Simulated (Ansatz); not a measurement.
# TaSi3: the cost of one run

Method: DFT PBE, scalar-relativistic, plane waves, PAW, in Ansatz 0.2.0.

**1. The system as given**

Symmetry: F-43m, No. 216, cubic system. The conventional cell has a = 8.102 Å, b = 8.102 Å, c = 8.102 Å, α = 90.00°, β = 90.00°, γ = 90.00°. Ta (site symmetry -43m) has 6 Si at 2.57 Å as nearest neighbours. Ta (site symmetry -43m) is surrounded by 12 Si at 2.92 Å. Si (site symmetry 2mm) is surrounded by 5 Si at 2.10 to 2.97 Å and 3 Ta at 2.57 to 2.92 Å.

Coordinates:

```
Ta Si
1.0
     0.00000    4.05086    4.05086
     4.05086    0.00000    4.05086
     4.05086    4.05086    0.00000
Ta Si
2 6
Direct
  0.50000 0.50000 0.50000
  0.25000 0.25000 0.25000
  0.18305 0.81695 0.81695
  0.81695 0.18305 0.18305
  0.81695 0.18305 0.81695
  0.18305 0.81695 0.18305
  0.81695 0.81695 0.18305
  0.18305 0.18305 0.81695
```

Recipe of the guess: random cell by space group and Wyckoff sites (F-43m, No. 216). Its size is a rough estimate.

**2. Probe: one point on a coarse mesh**

input.yaml

```yaml
crystal:
  lattice:
    - [0.0, 4.05086261, 4.05086261]
    - [4.05086261, 0.0, 4.05086261]
    - [4.05086261, 4.05086261, 0.0]
  atoms:
    - { symbol: Ta, position: [0.5, 0.5, 0.5] }
    - { symbol: Ta, position: [0.25, 0.25, 0.25] }
    - { symbol: Si, position: [0.1830526, 0.8169474, 0.8169474] }
    - { symbol: Si, position: [0.8169474, 0.1830526, 0.1830526] }
    - { symbol: Si, position: [0.8169474, 0.1830526, 0.8169474] }
    - { symbol: Si, position: [0.1830526, 0.8169474, 0.1830526] }
    - { symbol: Si, position: [0.8169474, 0.8169474, 0.1830526] }
    - { symbol: Si, position: [0.1830526, 0.1830526, 0.8169474] }
basis:
  ecutwfc: 420
kpoints:
  mp_grid: { grid: [4, 4, 4] }
hamiltonian:
  xc: pbe
scf:
  occupations: { method: gaussian, width: 0.1 }
  lower_state_search: "off"
output:
  forces: true
  stress: true
  eigenvalues: true
```

Launch:

```console
$ ansatz run input.yaml --threads 1 --pin off --max-ram 2560MiB --backend cpu --events-out ev --progress --plain --runs-dir out
```

**Question.** How long does this run take on 1 thread of Intel Xeon 6975P-C (Granite Rapids), shared host, and how much memory does it need?

About 1.7 s, with a peak of 0.37 GiB.
